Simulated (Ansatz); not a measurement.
# Be12Ga: the cost of one run

Program: Ansatz 0.2.0. Level of theory: DFT PBE, plane waves, PAW, scalar-relativistic, no spin polarisation. These are calculated values, not measurements.

## 1. The system as given

The cell holds 13 atoms (Be12Ga): a = 4.580 Å, b = 4.580 Å, c = 14.588 Å, α = 90.00°, β = 90.00°, γ = 60.00°.

As a file:

```
Be Ga
1.0
     4.58000    0.00000    0.00000
     2.29000    3.96640    0.00000
     0.00000    0.00000   14.58843
Be Ga
12 1
Cartesian
  0.0000 0.0000 1.0000
  2.2900 0.0000 1.0000
  1.1450 1.9832 1.0000
  3.4350 1.9832 1.0000
  0.0000 1.3221 2.7942
  2.2900 1.3221 2.7942
  1.1450 3.3053 2.7942
  3.4350 3.3053 2.7942
  0.0000 0.0000 4.5884
  2.2900 0.0000 4.5884
  1.1450 1.9832 4.5884
  3.4350 1.9832 4.5884
  2.3094 2.0876 6.5284
```

## 2. Relaxing end A

Input file input.yaml:

```yaml
crystal:
  lattice:
    - [4.58, 0.0, 0.0]
    - [2.29, 3.966396, 0.0]
    - [0.0, 0.0, 14.58843]
  atoms:
    - { symbol: Be, position: [0.0, 0.0, 0.0685475] }
    - { symbol: Be, position: [0.5, 0.0, 0.0685475] }
    - { symbol: Be, position: [0.0, 0.5, 0.0685475] }
    - { symbol: Be, position: [0.5, 0.5, 0.0685475] }
    - { symbol: Be, position: [-0.1666667, 0.3333333, 0.1915364] }
    - { symbol: Be, position: [0.3333333, 0.3333333, 0.1915364] }
    - { symbol: Be, position: [-0.1666667, 0.8333333, 0.1915364] }
    - { symbol: Be, position: [0.3333333, 0.8333333, 0.1915364] }
    - { symbol: Be, position: [0.0, 0.0, 0.3145253] }
    - { symbol: Be, position: [0.5, 0.0, 0.3145253] }
    - { symbol: Be, position: [0.0, 0.5, 0.3145253] }
    - { symbol: Be, position: [0.5, 0.5, 0.3145253] }
    - { symbol: Ga, position: [0.2410716, 0.5263099, 0.4475074] }
basis:
  ecutwfc: 420.0
kpoints:
  mp_grid: { grid: [6, 6, 1] }
hamiltonian:
  xc: pbe
scf:
  occupations: { method: fermi_dirac, width: 0.1 }
  lower_state_search: "off"
relax:
  f_tol: 0.03
  max_steps: 60
  adjacent_minimum: "off"
  constraints: [{ sites: [0, 1, 2, 3] }]
```

On the command line:

```console
$ ansatz run input.yaml --threads 1 --pin off --max-ram 3072MiB --backend cpu --events-out ev --progress --plain --runs-dir out
```

Q: Estimate wall time and peak memory on 1 thread of Arm Neoverse V1, shared host.

About 78 s, with a peak of 0.47 GiB.
